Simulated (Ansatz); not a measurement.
# CH5ClFGa: the cost of one run

Program: Ansatz 0.2.0. Level of theory: RKS PBE-D4/def2-SVP. These are calculated values, not measurements.

**1. The system as given**

Bond lengths: Ga1–Cl2 2.590 Å, Ga1–H3 1.570 Å, Ga1–C4 1.980 Å, C4–H5 1.110 Å, C4–H6 1.110 Å, C4–H7 1.110 Å, Ga1–F8 2.000 Å. Angles: Cl2–Ga1–H3 120.0°, Cl2–Ga1–C4 120.0°, Cl2–Ga1–F8 71.6°, H3–Ga1–C4 120.0°, H3–Ga1–F8 97.0°, C4–Ga1–F8 101.2°, Ga1–C4–H5 109.5°, Ga1–C4–H6 109.5°, Ga1–C4–H7 109.5°, H5–C4–H6 109.4°, H5–C4–H7 109.4°, H6–C4–H7 109.4°.

Coordinates:

```xyz
9

Ga    0.0000    0.0000    0.0000
Cl    0.0000    0.0000    2.5900
H     1.3596    0.0000   -0.7850
C    -1.7147    0.0000   -0.9900
H    -2.2748   -0.9305   -0.7608
H    -2.3188    0.8797   -0.6846
H    -1.5130    0.0508   -2.0803
F     0.0836   -1.8961    0.6306
H     0.0624   -1.4154    1.7691
```

**2. Pulling towards end A**

Springs on the bonds that form and break draw the guess towards this end; the thresholds are loose.

Contents of input.yaml:

```yaml
crystal:
  periodic: [false, false, false]
  atoms:
    - { symbol: Ga, position_ang: [0.0, 0.0, 0.0] }
    - { symbol: Cl, position_ang: [0.0, 0.0, 2.59] }
    - { symbol: H, position_ang: [1.3596, 0.0, -0.785] }
    - { symbol: C, position_ang: [-1.7147, 0.0, -0.99] }
    - { symbol: H, position_ang: [-2.2748, -0.9305, -0.7608] }
    - { symbol: H, position_ang: [-2.3188, 0.8797, -0.6846] }
    - { symbol: H, position_ang: [-1.513, 0.0508, -2.0803] }
    - { symbol: F, position_ang: [0.0836, -1.8961, 0.6306] }
    - { symbol: H, position_ang: [0.0624, -1.4154, 1.7691] }
basis:
  gaussian: { orbitals: def2-SVP }
hamiltonian:
  xc: pbe
  dispersion: d4
relax:
  f_tol: 0.15
  max_steps: 25
  restrain:
    - { distance: [0, 7], at: 2.9, k: 30.0 }
    - { distance: [8, 1], at: 2.57, k: 30.0 }
    - { distance: [0, 1], at: 2.24, k: 30.0 }
    - { distance: [8, 7], at: 0.92, k: 30.0 }
```

Started as:

```console
$ ansatz run input.yaml --threads 2 --pin off --max-ram 3072MiB --backend cpu --events-out ev --progress --plain --runs-dir out
```

What time and memory should one allow on 2 threads of Intel Xeon 6975P-C (Granite Rapids), shared host?

About 9.9 s, with a peak of 0.17 GiB.
